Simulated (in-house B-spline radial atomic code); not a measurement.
# Ca⁴⁺: ionisation energy by several methods

Aim: the ionisation energy of Ca⁴⁺ by several methods, each as the difference of two self-consistent energies (Ca⁴⁺ and the next ion, [Ne] 3s2 3p3).

Method: Dirac-Coulomb, several functionals; spherical all-electron atom at the radial basis limit. Code: in-house B-spline radial atomic code version 1.

**1. What is computed**

* element: calcium (Z = 20)
* charge: +4
* electrons: 16
* configuration: [Ne] 3s2 3p4
* nucleus: Fermi, rms radius 3.478 fm

The outer shells:

[Ne] 3s2 3p4
```
[Ne] core
3s [↑↓]
3p [↑↓][↑ ][↑ ]
```

The boxes only draw the filling; these runs are spin-restricted and spherical.

**2. BP86, a GGA**

Settings, as recorded:

```ini
Z = 20
electrons = 16.0
configuration = [Ne] 3s2 3p4
hamiltonian = dirac
method = b88,p86
spin_polarised = False
nucleus = fermi
rms_radius = 3.4776
mass_number = 40
atomic_mass = 39.96259085
speed_of_light = 137.035999084
```

**3. PBE, a GGA**

The settings differ from step 2 so:

```diff
@@ -4,3 +4,3 @@
 hamiltonian = dirac
-method = b88,p86
+method = pbe,pbe
 spin_polarised = False
```

**4. RPBE, a GGA**

The settings differ from step 3 so:

```diff
@@ -4,3 +4,3 @@
 hamiltonian = dirac
-method = pbe,pbe
+method = rpbe,pbe
 spin_polarised = False
```

**5. LDA (PW92)**

The settings differ from step 4 so:

```diff
@@ -4,3 +4,3 @@
 hamiltonian = dirac
-method = rpbe,pbe
+method = lda,pw
 spin_polarised = False
```

**6. OLYP, a GGA**

The settings differ from step 5 so:

```diff
@@ -4,3 +4,3 @@
 hamiltonian = dirac
-method = lda,pw
+method = optx,lyp
 spin_polarised = False
```

**7. AM05, a GGA**

The settings differ from step 6 so:

```diff
@@ -4,3 +4,3 @@
 hamiltonian = dirac
-method = optx,lyp
+method = am05
 spin_polarised = False
```

**Question.** The tabulated ionisation energy is 84.34 ± 0.08 eV (semi-empirical; NIST Atomic Spectra Database). What does each method give, and which comes nearest?

As calculated:

| method | rung | total energy (hartree) | ΔSCF (eV) | with Breit, QED, recoil (eV) | −ε highest (eV) | corrected ΔSCF less tabulated (eV) |
| --- | --- | --- | --- | --- | --- | --- |
| LDA (PW92) | LDA | -673.6163 | 86.741 | 86.723 | 77.282 (3p3/2) | +2.383 |
| BP86 | GGA | -675.5486 | 86.781 | 86.763 | 77.326 (3p3/2) | +2.423 |
| PBE | GGA | -675.2634 | 86.689 | 86.671 | 77.241 (3p3/2) | +2.331 |
| RPBE | GGA | -675.4342 | 86.672 | 86.654 | 77.228 (3p3/2) | +2.314 |
| OLYP | GGA | -675.5468 | 86.887 | 86.869 | 77.439 (3p3/2) | +2.529 |
| AM05 | GGA | -673.7920 | 86.590 | 86.572 | 77.138 (3p3/2) | +2.232 |

What this shows: The tabulated ionisation energy is 84.34 ± 0.08 eV (semi-empirical; NIST Atomic Spectra Database). AM05 comes nearest (+2.232 eV) and OLYP is farthest (+2.529 eV, 3.0 %). All methods miss on the same side by much the same amount, which points to something that they share. PBE is off by +2.331 eV. Open shells are averaged (over orientations, and over spins where the run is restricted), while tables refer to the lowest levels. For the semilocal functionals minus the highest level recovers only 89 % of their own ΔSCF value, a mark of self-interaction.
